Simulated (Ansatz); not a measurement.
**InCl (SMILES [Cl][In]) at 6 levels**

Aim: a comparison of 6 runs (SVWN5/STO-3G, UPBE0/STO-3G, r2SCAN0/STO-3G, BCCD(T)/STO-3G, CCSDT(Q)/STO-3G, CCSDT/STO-3G) of InCl. 

The results are computed with Ansatz 0.2.0.

47 further runs of the same task are left out: 4 that didn't finish, 43 set aside as unsound or not needed.

## 1. The system as given

InCl has 2 atoms, charge 0, and is taken as a singlet. As SMILES, `[Cl][In]`. The In2–Cl1 distance was set to 4.827 Å, away from the relaxed value.

## 2. The energy at SVWN5/STO-3G (run 1)

File job.yaml:

```yaml
basis:
  gaussian:
    orbitals: STO-3G
crystal:
  periodic: [false, false, false]
  atoms:
    - symbol: Cl
      position_ang: [0.000000, -0.000000, -2.427410]
    - symbol: In
      position_ang: [-0.000000, 0.000000, 2.399590]
hamiltonian:
  xc: {name: SVWN5}
accuracy: high
```

Started as:

```bash
$ ansatz run job.yaml --threads 1 --pin off --max-ram 3480MiB --events-out events.jsonl --progress --plain --runs-dir runs
```

Output:

```text
Warning: RAYON_NUM_THREADS=1 ignored (pool sized by the plan → 1); use --threads N
Functional definition: SVWN5
  name "SVWN5"
  exchange = slater_x
  correlation = vwn5_c
599 factors; integrals over basis functions are off by at most 4.1e-9 eV
mean field evaluation 1: about -166878.6401 eV, gradient 3.4e0 eV
mean field evaluation 2: about -166632.9623 eV, gradient 2.5e1 eV
mean field evaluation 4: about -166633.0533 eV, gradient 2.5e1 eV
mean field evaluation 8: about -166880.5934 eV, gradient 4.3e-1 eV
mean field evaluation 16: about -166880.6078 eV, gradient 9.7e-9 eV
mean field evaluation 32: about -166856.1835 eV, gradient 2.7e1 eV
mean field evaluation 64: about -166880.5932 eV, gradient 5.5e-7 eV
mean field -166880.60782369 eV, -6132.7492217819 hartree, gradient 6.8e-9 eV, S^2 0.000000; 3 other end points of the search recorded, 0 dependent functions left out
reference -166880.60782561 eV, -6132.7492218526 hartree; 33, 33 occupied and 3, 3 virtual orbitals, 599 factors
Total energy: -166880.60782561 eV, -6132.7492218526 hartree
```

Wall time 0.66 s (1 thread of AMD EPYC 9R45 (Zen 5), shared host).

## 3. The energy at UPBE0/STO-3G (run 2)

File run.yaml:

```yaml
crystal:
  periodic: [false, false, false]
  atoms:
    - {symbol: Cl, position_ang: [0.000000, -0.000000, -2.427410]}
    - {symbol: In, position_ang: [-0.000000, 0.000000, 2.399590]}
basis:
  gaussian:
    orbitals: STO-3G
magnetization:
  spin_polarized: true
  initial_magnetization: 0
hamiltonian:
  xc: pbe0
accuracy: high
```

Started as:

```bash
$ ansatz run run.yaml --threads 1 --pin off --max-ram 3480MiB --events-out events.jsonl --progress --plain --runs-dir runs
```

Output:

```text
Warning: RAYON_NUM_THREADS=1 ignored (pool sized by the plan → 1); use --threads N
Functional definition: PBE0
  name "PBE0"
  parameter a = 0.25
  parameter kappa = 0.804
  parameter beta = 0.06672455060314922
  exchange = (1 - a)*pbe_x(kappa = kappa, mu = beta*pi^2/3) + a*exact_x
  correlation = pbe_c(beta = beta)
599 factors; integrals over basis functions are off by at most 4.1e-9 eV
mean field evaluation 1: about -167062.8121 eV, gradient 2.0e0 eV
mean field evaluation 2: about -166816.5539 eV, gradient 1.7e1 eV
mean field evaluation 4: about -166816.6929 eV, gradient 1.8e1 eV
mean field evaluation 8: about -167063.9362 eV, gradient 3.7e-2 eV
mean field evaluation 16: about -167064.1974 eV, gradient 1.5e-2 eV
mean field evaluation 32: about -167064.0994 eV, gradient 1.2e0 eV
mean field -167064.19747094 eV, -6139.4960168768 hartree, gradient 1.5e-8 eV, S^2 0.446149; 2 other end points of the search recorded, 0 dependent functions left out
reference -167064.19747248 eV, -6139.4960169333 hartree; 33, 33 occupied and 3, 3 virtual orbitals, 599 factors
Total energy: -167064.19747248 eV, -6139.4960169333 hartree
```

Wall time 2.3 s (1 thread of AMD EPYC 9R45 (Zen 5), shared host); peak memory 0.2 GiB.

Run 3 isn't shown in full; the table further down has it.

## 4. The energy at BCCD(T)/STO-3G (run 4)

File molecule.yaml:

```yaml
crystal:
  periodic: [false, false, false]
  atoms:
    - symbol: Cl
      position_ang: [0.000000, -0.000000, -2.427410]
    - symbol: In
      position_ang: [-0.000000, 0.000000, 2.399590]
basis:
  gaussian: {orbitals: STO-3G}
scf: {omitted_lower_state_checks: [cluster_reference, increment]}
accuracy: high
correlation: {method: bccd_t, frozen_orbitals: {Cl: 5, In: 18}}
```

Started as:

```bash
$ ansatz run molecule.yaml --threads 1 --pin off --max-ram 3480MiB --events-out events.jsonl --progress --plain --runs-dir runs
```

Output, cut to the lines that bear on the results:

```text
Warning: RAYON_NUM_THREADS=1 ignored (pool sized by the plan → 1); use --threads N
Functional definition: HF
  name "HF"
[...]
599 factors; integrals over basis functions are off by at most 4.1e-9 eV
[...]
mean field -167005.04431020 eV, -6137.3221783152 hartree, gradient 1.8e-8 eV, S^2 0.000000; 4 other end points of the search recorded, 0 dependent functions left out; unrestricted orbitals would lower it
23 core orbitals not correlated: weight in the atoms' cores, before any rotation towards them, 1.000 or more for the frozen orbitals, at most 0.000 for the correlated occupied ones
reference -167005.04431020 eV, -6137.3221783152 hartree; 10, 10 occupied and 3, 3 virtual orbitals, 599 factors
second order -0.63826925 eV of doubles, -0.00000000 eV of singles
cycle   1  -0.81731552 eV  change   -1.8e-1 eV  update   1.4e-1
[...]
cycle  36  -1.05365479 eV  change   6.7e-10 eV  update   2.2e-9
perturbative correction -0.00112587 eV, -0.0000413749 hartree
Total energy: -167006.09909087 eV, -6137.3609407896 hartree
Checks for a lower state left out: cluster_reference, increment
```

Wall time 0.42 s (1 thread of AMD EPYC 9R45 (Zen 5), shared host).

Run 5 isn't shown in full; the table further down has it.

## 5. The energy at CCSDT/STO-3G (run 6)

File run.yaml:

```yaml
basis:
  gaussian:
    orbitals: STO-3G
crystal:
  periodic: [false, false, false]
  atoms:
    - {symbol: Cl, position_ang: [0.000000, -0.000000, -2.427410]}
    - {symbol: In, position_ang: [-0.000000, 0.000000, 2.399590]}
total_charge: 0
correlation:
  method: ccsdt
  frozen_orbitals: {Cl: 5, In: 18}
accuracy: high
scf:
  omitted_lower_state_checks: [cluster_reference, increment]
```

Started as:

```bash
$ ansatz run run.yaml --threads 1 --pin off --max-ram 3480MiB --events-out events.jsonl --progress --plain --runs-dir runs
```

Output:

```text
Warning: RAYON_NUM_THREADS=1 ignored (pool sized by the plan → 1); use --threads N
[... 13 lines left out ...]
23 core orbitals not correlated: weight in the atoms' cores, before any rotation towards them, 1.000 or more for the frozen orbitals, at most 0.000 for the correlated occupied ones
[... 102 lines left out ...]
Total energy: -167006.09852269 eV, -6137.3609199094 hartree
Checks for a lower state left out: cluster_reference, increment
```

It took 0.67 s on 1 thread of AMD EPYC 9R45 (Zen 5), shared host.

## 6. All runs side by side

| run | level | frozen core orbitals | energy (Eh) | wall time |
| --- | --- | --- | --- | --- |
| 1 | SVWN5/STO-3G | – | -6132.749222 | 0.66 s |
| 2 | UPBE0/STO-3G | – | -6139.496017 | 2.3 s |
| 3 | r2SCAN0/STO-3G | – | -6140.187095 | 1.9 s |
| 4 | BCCD(T)/STO-3G | 23 | -6137.360941 | 0.42 s |
| 5 | CCSDT(Q)/STO-3G | 23 | -6137.360922 | 0.81 s |
| 6 | CCSDT/STO-3G | 23 | -6137.360920 | 0.67 s |

## 7. Results

```
                                           quantity           value
                                run 6: total energy  -6137.36092 Eh
run 6: correlation energy (23 core orbitals frozen)       -38.7 mEh
                               run 6: T1 diagnostic           0.018
```

**Reading.** Totals of different functionals can't be ranked against each other. In runs 4, 5, 6 the log says that unrestricted orbitals would lower the reference, so the values rest on an unstable closed-shell determinant (other closed-shell runs at this shape may share the fault). In runs 1, 2, 3, 4, 5, 6 the basis is minimal, so the values are rough. In runs 1, 2, 3, 4, 5, 6 relativity is left out where basis or elements ask for it. Spin contamination of the reference: run 2 ⟨S²⟩ = 0.45. All runs together took 6.7 s, the longest 2.3 s.
